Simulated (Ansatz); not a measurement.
**Ti3O: further runs on the relaxed cell**

The task here is to estimate one member of a computed series from the others.

Method: DFT PBEsol, scalar-relativistic, plane waves, PAW, in Ansatz 0.2.0.

## The structure to begin with

The structure is hexagonal, space group P6_3/mcm (No. 193). The conventional cell has a = 5.065 Å, b = 5.065 Å, c = 4.846 Å, α = 90.00°, β = 90.00°, γ = 120.00°. Ti (site symmetry m2m) is surrounded by 2 O at 2.06 Å. Around O (site symmetry -3m) lie 6 Ti at 2.06 Å.

Coordinates:

```cif
data_structure
_symmetry_space_group_name_H-M 'P6_3/mcm'
_symmetry_Int_Tables_number 193
_cell_length_a 5.0655
_cell_length_b 5.0655
_cell_length_c 4.8458
_cell_angle_alpha 90.000
_cell_angle_beta 90.000
_cell_angle_gamma 120.000
_cell_volume 107.68
loop_
_atom_site_label
_atom_site_type_symbol
_atom_site_symmetry_multiplicity
_atom_site_Wyckoff_symbol
_atom_site_fract_x
_atom_site_fract_y
_atom_site_fract_z
_atom_site_occupancy
Ti1 Ti 6 g 0.00000 0.67081 0.75000 1
O1 O 2 b 0.00000 0.00000 0.50000 1
```

It goes back to an entry of the Materials Project, which need not be the stable form.

It is the result of an earlier relaxation at this level (volume 13.46 Å³/atom; gap on the mesh: none (metal)).

The first run:

Contents of input.yaml:

```yaml
crystal:
  lattice:
    - [5.0143244286, 0.0, 0.0]
    - [-2.5071622143, 4.342532338, 0.0]
    - [0.0, 0.0, 4.7968670424]
  atoms:
    - { symbol: Ti, position: [0.0, 0.6708131062, 0.75] }
    - { symbol: Ti, position: [0.0, 0.3291868938, 0.25] }
    - { symbol: Ti, position: [0.6708131062, 0.0, 0.75] }
    - { symbol: Ti, position: [0.6708131062, 0.6708131062, 0.25] }
    - { symbol: Ti, position: [0.3291868938, 0.3291868938, 0.75] }
    - { symbol: Ti, position: [0.3291868938, 0.0, 0.25] }
    - { symbol: O, position: [0.0, 0.0, 0.5] }
    - { symbol: O, position: [0.0, 0.0, 0.0] }
basis:
  ecutwfc: 420
kpoints:
  mp_grid: { grid: [12, 12, 8] }
hamiltonian:
  xc: pbesol
scf:
  occupations: { method: gaussian, width: 0.1 }
output:
  forces: true
  stress: true
  eigenvalues: true
relax:
  adjacent_minimum: "off"
  f_tol: 0.01
  max_steps: 30
  cell: { stress_tol: 0.1, fix: [volume] }
```

Launch:

```console
> ansatz run input.yaml --threads 2 --pin off --max-ram 5120MiB --backend cpu --events-out ev --progress --plain --runs-dir out
```

Steps of the session up to this table: The cell scaled to 0.97 of its volume; Volume × 1.03; The cell scaled to 0.94 of its volume; Point at V/V0 = 1.06; Volume × 0.91; The cell scaled to 1.10 of its volume; Point at V/V0 = 0.88.

One table of the session follows, with a row left open; its other results are not shown here.

It belongs to the step «Fit of the equation of state». 

```
volume (Å³/atom)  energy above the lowest point (meV/atom)  pressure (GPa)
          11.845                                     113.8           25.12
          12.249                                      60.6           17.36
          12.653                                         ?               ?
          13.056                                       6.0            4.94
          13.460                                       0.0            0.00
          13.864                                       5.5           -4.24
          14.268                                      20.9           -7.87
          14.806                                      54.4          -11.90
```

Estimate the missing values for volume (Å³/atom) = 12.653.

Worked estimate for «energy above the lowest point (meV/atom)». A straight line through the neighbours (12.249, 60.6) and (13.056, 6.0) gives 60.6 + (6.0 − 60.6) × (12.653 − 12.249) / (13.056 − 12.249) = 33.3; a parabola fitted to 4 rows on both sides gives 25.4.

**Answer.** energy above the lowest point (meV/atom): 25.5; pressure (GPa): 10.68. In «energy above the lowest point (meV/atom)» the line misses by +7.8 and the parabola by -0.1.

Limits of these values: The final runs have no spin polarisation, so no magnetic state was tried and one may lie lower.
